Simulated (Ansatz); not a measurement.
This script drives the Python package of Ansatz (0.2.0).

The script, `run_freq.py`:
```python
'''Harmonic frequencies of AlBF2H4OSi at its relaxed geometry.'''

import itertools

import ansatz
from ase import Atoms
from ase.data import atomic_numbers, covalent_radii
from ase.thermochemistry import IdealGasThermo
import numpy as np

GEOMETRY = '''
B    -1.15760   -0.72930    1.16800
Si   -0.04470    0.80470    0.70620
F    -0.83380    1.81060   -0.43540
F     0.30350    1.71050    2.10810
O     1.47950    0.23670    0.09640
Al    1.21930   -0.36330   -1.60260
H    -2.25420   -0.47800    1.60420
H    -0.80110   -1.77610    0.97310
H     1.36430    0.63440   -2.79860
H     0.80780   -1.90130   -1.81630
'''

molecule = ansatz.Crystal.molecule()
for line in GEOMETRY.strip().splitlines():
    symbol, *xyz = line.split()
    molecule = molecule.atom(symbol, [float(v) for v in xyz])

base = (
    molecule.calculation()
    .basis(gaussian='def2-SVP')
    .functional('PBE', dispersion='d4')
)
symbols = [site.symbol for site in molecule.cartesian_sites]
start = np.array([site.position_ang for site in molecule.cartesian_sites], dtype=float)
data = base.relax(force_tolerance=0.003).run(threads=1, pin='off').report
end = np.array(data['positions_ang'])

# pairs closer than 1.2 times the sum of covalent radii, before or after
radius = [covalent_radii[atomic_numbers[s]] for s in symbols]
span = lambda where, i, j: np.linalg.norm(where[i] - where[j])
bonded = [(i, j) for i, j in itertools.combinations(range(len(symbols)), 2) if min(span(start, i, j), span(end, i, j)) < 1.2 * (radius[i] + radius[j])]
print('pair        before    after (A)')
for i, j in bonded:
    print(f'{symbols[i]}{i}-{symbols[j]}{j}'.ljust(10), f'{span(start, i, j):8.4f} {span(end, i, j):8.4f}')

# frequencies need a stationary point, so they are taken at the relaxed geometry
minimum = ansatz.Crystal.molecule()
for symbol, place in zip(symbols, end):
    minimum = minimum.atom(symbol, place.tolist())
vibrating = (
    minimum.calculation()
    .basis(gaussian='def2-SVP')
    .functional('PBE', dispersion='d4')
    .phonons(temperatures=(298.15, 498.15, 100))
)
vib = vibrating.run(threads=1, pin='off').report['vibrations']
sums = vib['harmonic_sums']
modes = [m['omega_inv_cm'] for m in sums['modes_at_gamma'] if m['rigid_motion'] == 'no']
for number, w in enumerate(modes, start=1):
    print(f'mode {number:2d} {w:9.1f} 1/cm {w / 8065.544 * 1000:8.2f} meV')
print('imaginary modes:', sum(w < 0 for w in modes), ' zero-point energy:', round(sums['zero_point_energy_ev'], 4), 'eV')
# rigid rotor and ideal gas, symmetry number taken as one
gas = IdealGasThermo(vib_energies=[w / 8065.544 for w in modes if w > 0], geometry='linear' if len(modes) == 3 * len(symbols) - 5 else 'nonlinear',
                     atoms=Atoms(symbols, positions=end), symmetrynumber=1, spin=0.0)
print(f'H(298 K) - E = {gas.get_enthalpy(298.15, verbose=False):.4f} eV')
print(f'S(298 K, 1 bar) = {96485.33 * gas.get_entropy(298.15, 1e5, verbose=False):.1f} J/(mol K) with symmetry number 1')

# all hydrogen replaced by deuterium
heavier = vibrating.phonons(masses={'H': 2.014102}).run(threads=1, pin='off').report['vibrations']['harmonic_sums']
print('deuterated (1/cm):', ' '.join(f'{m["omega_inv_cm"]:.0f}' for m in heavier['modes_at_gamma'] if m['rigid_motion'] == 'no'))
print('zero-point energy falls by', round(sums['zero_point_energy_ev'] - heavier['zero_point_energy_ev'], 4), 'eV')
```

It is started by `python run_freq.py`. Estimate its wall time and peak memory on 1 thread of AMD EPYC 9B45 (Zen 5) (shared host).

It took about 3.4 min, with a peak of 0.3 GiB, for 3 runs of the engine.

Running `python run_freq.py` prints:
```text
pair        before    after (A)
B0-Si1       1.9506   1.9977
B0-H6        1.2066   1.2143
B0-H7        1.1229   1.2143
Si1-F2       1.7140   1.6329
Si1-F3       1.7050   1.6329
Si1-O4       1.7371   1.6461
O4-Al5       1.8205   1.7284
Al5-H8       1.5642   1.5910
Al5-H9       1.6064   1.5904
mode  1      41.5 1/cm     5.14 meV
mode  2      44.2 1/cm     5.48 meV
mode  3      60.1 1/cm     7.45 meV
mode  4     131.2 1/cm    16.26 meV
mode  5     136.7 1/cm    16.94 meV
mode  6     192.2 1/cm    23.83 meV
mode  7     278.5 1/cm    34.52 meV
mode  8     303.3 1/cm    37.61 meV
mode  9     349.6 1/cm    43.34 meV
mode 10     514.5 1/cm    63.79 meV
mode 11     549.9 1/cm    68.18 meV
mode 12     607.9 1/cm    75.37 meV
mode 13     634.3 1/cm    78.64 meV
mode 14     657.0 1/cm    81.45 meV
mode 15     773.0 1/cm    95.84 meV
mode 16     858.0 1/cm   106.38 meV
mode 17     895.4 1/cm   111.01 meV
mode 18     915.5 1/cm   113.51 meV
mode 19    1076.5 1/cm   133.46 meV
mode 20    1126.1 1/cm   139.62 meV
mode 21    1907.8 1/cm   236.54 meV
mode 22    1925.3 1/cm   238.71 meV
mode 23    2535.4 1/cm   314.35 meV
mode 24    2635.9 1/cm   326.81 meV
imaginary modes: 0  zero-point energy: 1.1871 eV
H(298 K) - E = 1.4748 eV
S(298 K, 1 bar) = 413.2 J/(mol K) with symmetry number 1
deuterated (1/cm): 32 41 54 99 126 164 275 295 336 427 461 484 511 568 628 719 824 901 914 1081 1361 1399 1841 1972
zero-point energy falls by 0.2255 eV
```

The frequencies are harmonic and unscaled, in a modest basis. The entropy takes a symmetry number of 1; a symmetric molecule's is lower by R ln(sigma).
